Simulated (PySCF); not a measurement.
# AsI⁻ at other levels of theory

Aim: see what other levels and later steps give for AsI⁻.

Computed with PySCF 2.14.0. Level: each script names its method and basis.

3 further runs of the same task are left out: 3 that didn't finish.

## Step 1: The starting structure

AsI⁻: 2 atoms, charge -1, spin multiplicity 2.

Bond lengths: As1–I2 2.327 Å.

## Step 2: The run that the others are compared with

Contents of input.py:

```python
from pyscf import gto, dft

mol = gto.M(
    atom='As 0 0 0; I 0 0 2.327',
    basis='def2-svp',
    ecp={'I': 'def2-svp'},
    charge=-1,
    spin=1,
    verbose=4,
)
mf = dft.UKS(mol, xc='tpssh')
mf.kernel()
g = mf.nuc_grad_method()
g.grid_response = True
g.kernel()
mf.dip_moment()
print('orbital energies (hartree):', [e[max(0, n-3):n+3].round(4) for e, n in zip(mf.mo_energy, mol.nelec)])
```

On the command line:

```console
OMP_NUM_THREADS=1 python input.py
```

## Step 3: M062x

Run 1 changes functional: tpssh → m062x.

input.py, as its differences from that of step 2:

```diff
@@ -10,3 +10,3 @@
 )
-mf = dft.UKS(mol, xc='tpssh')
+mf = dft.UKS(mol, xc='m062x')
 mf.kernel()
```

## Step 4: MP2 (UHF)

Run 2 changes step after the SCF: gradient → mp2; SCF type: UKS → UHF; functional: tpssh → none (Hartree–Fock); frozen orbitals: none → 13.

input.py, as its differences from that of step 2:

```diff
@@ -1,2 +1,2 @@
-from pyscf import gto, dft
+from pyscf import gto, scf, mp
 
@@ -10,7 +10,5 @@
 )
-mf = dft.UKS(mol, xc='tpssh')
+mf = scf.UHF(mol)
 mf.kernel()
-g = mf.nuc_grad_method()
-g.grid_response = True
-g.kernel()
+mp.MP2(mf, frozen=13).kernel()
 mf.dip_moment()
```

## Step 5: Mn15l

Run 3 changes functional: tpssh → mn15l.

input.py, as its differences from that of step 2:

```diff
@@ -10,3 +10,3 @@
 )
-mf = dft.UKS(mol, xc='tpssh')
+mf = dft.UKS(mol, xc='mn15l')
 mf.kernel()
```

**Question.** What will these runs give? Wanted: for each run, E(SCF); from base; gap, α spin; after the SCF.

**Answer**, as computed:

| run | E(SCF) (hartree) | from base (eV) | cycles | gap, α spin (eV) | after the SCF |
| --- | --- | --- | --- | --- | --- |
| base | -2533.170557 | 0 | 12 | 3.18 | n/a |
| m062x | -2533.252248 | not comparable | 13 | 5.91 | n/a |
| MP2 (UHF) | -2530.579916 | not comparable | 14 | 9.76 | MP2 correlation -8.874 eV, core frozen |
| mn15l | -2532.333377 | not comparable | 12 | 3.00 | n/a |

In words: The highest filled level of this anion is positive: the basis lacks diffuse functions or the electron is not bound, so these numbers hang on the basis. The α-spin gap between the frontier levels is 3.0 eV with mn15l (0 % exact exchange) and 5.9 eV with m062x (54 %): exact exchange opens it. Total energies of different functionals can't be compared with each other; differences within one functional can.
